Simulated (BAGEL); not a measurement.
**RI-MP2/cc-pVDZ (density fitting with qzvpp-jkfit) run of CH6NPSi (SMILES P[SiH]1CN1)**

What is the energy change on altering one bond length of CH6NPSi at RI-MP2/cc-pVDZ (density fitting with qzvpp-jkfit)? 

The results are computed with BAGEL 1.2.2.

## Step 1: The molecule

CH6NPSi has 10 atoms, charge 0, and is taken as a singlet. As SMILES, `P[SiH]1CN1`. Geometry: relaxed at PBE0-D4/def2-TZVP. This is one conformer, not always the lowest.

Bond lengths: P1–Si2 2.235 Å, Si2–C3 1.830 Å, Si2–N4 1.724 Å, C3–N4 1.496 Å, P1–H5 1.419 Å, P1–H6 1.422 Å, Si2–H7 1.484 Å, C3–H8 1.090 Å, C3–H9 1.087 Å, N4–H10 1.009 Å. Some angles: P1–Si2–C3 125.1°, P1–Si2–N4 120.4°, C3–Si2–N4 49.7°, Si2–C3–N4 61.5°, Si2–N4–C3 68.8°, P1–Si2–H7 111.9°, C3–Si2–H7 117.0°, N4–Si2–H7 119.6°, Si2–P1–H5 92.1°, Si2–P1–H6 93.1°.

## Step 2: A single-point energy at RI-MP2/cc-pVDZ (density fitting with qzvpp-jkfit)

The input, input.json:

```json
{ "bagel" : [

{
  "title" : "molecule",
  "basis" : "cc-pvdz.json",
  "df_basis" : "qzvpp-jkfit",
  "angstrom" : true,
  "geometry" : [
    { "atom" : "P", "xyz" : [      -2.126500,       0.935800,      -0.067900 ] },
    { "atom" : "Si", "xyz" : [       0.034500,       0.548300,       0.353000 ] },
    { "atom" : "C", "xyz" : [       0.777000,      -1.104600,       0.610200 ] },
    { "atom" : "N", "xyz" : [       0.967700,      -0.433700,      -0.713500 ] },
    { "atom" : "H", "xyz" : [      -2.191600,      -0.136100,      -0.996200 ] },
    { "atom" : "H", "xyz" : [      -1.838400,       1.906500,      -1.066200 ] },
    { "atom" : "H", "xyz" : [       0.677500,       1.690600,       1.049000 ] },
    { "atom" : "H", "xyz" : [       1.645800,      -1.171600,       1.264400 ] },
    { "atom" : "H", "xyz" : [       0.215300,      -2.034000,       0.558400 ] },
    { "atom" : "H", "xyz" : [       1.921900,      -0.252400,      -0.988100 ] }
  ]
},

{
  "title" : "hf"
},

{
  "title" : "mp2",
  "ncore" : 12
}

]}
```

The basis set cc-pVDZ is read from a file made from the Basis Set Exchange's data (not shown).

Run with:

```bash
$ BAGEL_NUM_THREADS=1 BAGEL input.json > input.out
```

What it wrote:

```text
* using 1 threads per process

  ===============================================================
  ===============================================================

  *** Geometry ***

  { "atom" : "P", "xyz" : [     -4.018503,      1.768406,     -0.128312 ] },
  { "atom" : "Si", "xyz" : [      0.065196,      1.036137,      0.667073 ] },
  { "atom" : "C", "xyz" : [      1.468317,     -2.087391,      1.153111 ] },
  { "atom" : "N", "xyz" : [      1.828688,     -0.819574,     -1.348320 ] },
  { "atom" : "H", "xyz" : [     -4.141524,     -0.257192,     -1.882545 ] },
  { "atom" : "H", "xyz" : [     -3.474073,      3.602763,     -2.014826 ] },
  { "atom" : "H", "xyz" : [      1.280289,      3.194771,      1.982323 ] },
  { "atom" : "H", "xyz" : [      3.110111,     -2.214003,      2.389370 ] },
  { "atom" : "H", "xyz" : [      0.406858,     -3.843703,      1.055223 ] },
  { "atom" : "H", "xyz" : [      3.631865,     -0.476967,     -1.867238 ] },

  Number of auxiliary basis functions:      516

  Since a DF basis is specified, we compute 2- and 3-index integrals:
    o Being stored without compression. Storage requirement is 0.036 GB

  Number of basis functions:       94
  Number of electrons      :       48

    * METHOD: MOLECULE                             0.31

  *** RHF ***

  === Nuclear Repulsion ===
   209.9988838173

      * DIIS with orbital gradients will be used.

  === RHF iteration (cc-pvdz.json) ===
      0       -725.17787530          0.01670641           0.11
      1       -725.34178206          0.01211172           0.10
      2       -725.43455640          0.00161205           0.10
      3       -725.43772213          0.00051045           0.10
      4       -725.43795222          0.00014259           0.10
      5       -725.43798039          0.00004224           0.10
      6       -725.43798316          0.00001743           0.10
      7       -725.43798364          0.00000555           0.10
      8       -725.43798369          0.00000234           0.10
      9       -725.43798369          0.00000081           0.10
     10       -725.43798369          0.00000030           0.10
     11       -725.43798369          0.00000012           0.10
     12       -725.43798369          0.00000004           0.10
     13       -725.43798369          0.00000002           0.10
     14       -725.43798369          0.00000001           0.10
    * SCF iteration converged.

    * Permanent dipole moment:
           (   -0.373377,    -0.258832,    -0.106458) a.u.

    * METHOD: HF                                   1.80

  *** RHF ***

  === Nuclear Repulsion ===
   209.9988838173

      * DIIS with orbital gradients will be used.

  === RHF iteration (cc-pvdz.json) ===
      0       -725.43798369          0.00000000           0.10
    * SCF iteration converged.

    * Permanent dipole moment:
           (   -0.373377,    -0.258832,    -0.106458) a.u.

  === DF-MP2 calculation ===

    * freezing 12 orbitals
    * 3-index integral transformation done
    * assembly done

      MP2 correlation energy:   -0.5286296310      0.06

      MP2 total energy:       -725.9666133255

    * METHOD: MP2                                  0.27

  ===============================================================
```

It took 2.5 s on 1 thread of Arm Neoverse V1, shared host; peak memory 0.14 GiB.

## Step 3: The distorted shape, same level

The input, calc.json:

```json
{ "bagel" : [

{
  "title" : "molecule",
  "basis" : "cc-pvdz.json",
  "df_basis" : "qzvpp-jkfit",
  "angstrom" : "true",
  "geometry" : [
    { "atom" : "P", "xyz" : [   -3.271584,    0.718232,    0.261633 ] },
    { "atom" : "Si", "xyz" : [   -1.110584,    0.330732,    0.682533 ] },
    { "atom" : "C", "xyz" : [   -0.368084,   -1.322168,    0.939733 ] },
    { "atom" : "N", "xyz" : [   -0.177384,   -0.651268,   -0.383967 ] },
    { "atom" : "H", "xyz" : [   -3.336684,   -0.353668,   -0.666667 ] },
    { "atom" : "H", "xyz" : [   -2.983484,    1.688932,   -0.736667 ] },
    { "atom" : "H", "xyz" : [   -0.467584,    1.473032,    1.378533 ] },
    { "atom" : "H", "xyz" : [    0.500716,   -1.389168,    1.593933 ] },
    { "atom" : "H", "xyz" : [   -0.929784,   -2.251568,    0.887933 ] },
    { "atom" : "H", "xyz" : [    1.921900,   -0.252400,   -0.988100 ] }
  ]
},
{ "title" : "hf" },
{ "title" : "mp2", "ncore" : 12 }

]}
```

The basis set cc-pVDZ is read from a file made from the Basis Set Exchange's data (not shown).

Run with:

```bash
$ BAGEL_NUM_THREADS=1 BAGEL calc.json > calc.out
```

What it wrote:

```text
* using 1 threads per process

  ===============================================================
  ===============================================================

  *** Geometry ***

  { "atom" : "P", "xyz" : [     -6.182398,      1.357262,      0.494415 ] },
  { "atom" : "Si", "xyz" : [     -2.098700,      0.624993,      1.289800 ] },
  { "atom" : "C", "xyz" : [     -0.695578,     -2.498535,      1.775838 ] },
  { "atom" : "N", "xyz" : [     -0.335207,     -1.230718,     -0.725592 ] },
  { "atom" : "H", "xyz" : [     -6.305419,     -0.668336,     -1.259818 ] },
  { "atom" : "H", "xyz" : [     -5.637968,      3.191619,     -1.392099 ] },
  { "atom" : "H", "xyz" : [     -0.883606,      2.783627,      2.605050 ] },
  { "atom" : "H", "xyz" : [      0.946216,     -2.625147,      3.012097 ] },
  { "atom" : "H", "xyz" : [     -1.757037,     -4.254847,      1.677950 ] },
  { "atom" : "H", "xyz" : [      3.631865,     -0.476967,     -1.867238 ] },

  Number of auxiliary basis functions:      516

  Since a DF basis is specified, we compute 2- and 3-index integrals:
    o Being stored without compression. Storage requirement is 0.036 GB

  Number of basis functions:       94
  Number of electrons      :       48

    * METHOD: MOLECULE                             0.31

  *** RHF ***

  === Nuclear Repulsion ===
   206.0456174909

      * DIIS with orbital gradients will be used.

  === RHF iteration (cc-pvdz.json) ===
      0       -724.79962374          0.01912415           0.11
      1       -724.74286136          0.02566708           0.10
      2       -725.20682398          0.00306632           0.10
      3       -725.21679494          0.00090175           0.10
      4       -725.21794596          0.00040872           0.10
      5       -725.21819453          0.00012421           0.10
      6       -725.21824047          0.00005678           0.10
      7       -725.21825063          0.00002920           0.10
      8       -725.21825438          0.00002015           0.10
      9       -725.21825602          0.00001531           0.10
     10       -725.21825790          0.00000739           0.10
     11       -725.21825835          0.00000358           0.10
     12       -725.21825842          0.00000150           0.10
     13       -725.21825843          0.00000061           0.10
     14       -725.21825843          0.00000035           0.10
     15       -725.21825843          0.00000016           0.10
     16       -725.21825843          0.00000009           0.10
     17       -725.21825843          0.00000004           0.10
     18       -725.21825843          0.00000002           0.10
     19       -725.21825843          0.00000001           0.10
     20       -725.21825843          0.00000001           0.10
    * SCF iteration converged.

    * Permanent dipole moment:
           (    0.435856,    -0.216320,    -0.637656) a.u.

    * METHOD: HF                                   2.36

  *** RHF ***

  === Nuclear Repulsion ===
   206.0456174909

      * DIIS with orbital gradients will be used.

  === RHF iteration (cc-pvdz.json) ===
      0       -725.21825843          0.00000001           0.10
    * SCF iteration converged.

    * Permanent dipole moment:
           (    0.435856,    -0.216320,    -0.637656) a.u.

  === DF-MP2 calculation ===

    * freezing 12 orbitals
    * 3-index integral transformation done
    * assembly done

      MP2 correlation energy:   -0.5689288370      0.06

      MP2 total energy:       -725.7871872674

    * METHOD: MP2                                  0.28

  ===============================================================
```

Run time: 3.3 s. Hardware: 1 thread of Arm Neoverse V1, shared host; peak memory 0.14 GiB.

## Step 4: What came out

At RI-MP2/cc-pVDZ (density fitting with qzvpp-jkfit), 12 core orbitals frozen:

```
                                                          quantity          value
                                         first shape: total energy  -725.96661 Eh
         first shape: correlation energy (12 core orbitals frozen)     -528.6 mEh
                                     distorted shape: total energy  -725.78719 Eh
     distorted shape: correlation energy (12 core orbitals frozen)     -568.9 mEh
energy change with the N4–H10 bond stretched from 1.009 to 2.221 Å       4.882 eV
```

One bond (distorted shape) is far stretched, which a spin-restricted single reference describes badly; perturbation theory on it can break down and give far too much correlation. With the N4–H10 bond stretched from 1.009 to 2.221 Å the energy rises by 4.88 eV (471 kJ/mol). The first shape isn't relaxed at this level, so the change isn't measured from a minimum. A restricted reference can't describe the breaking bond well at this length.
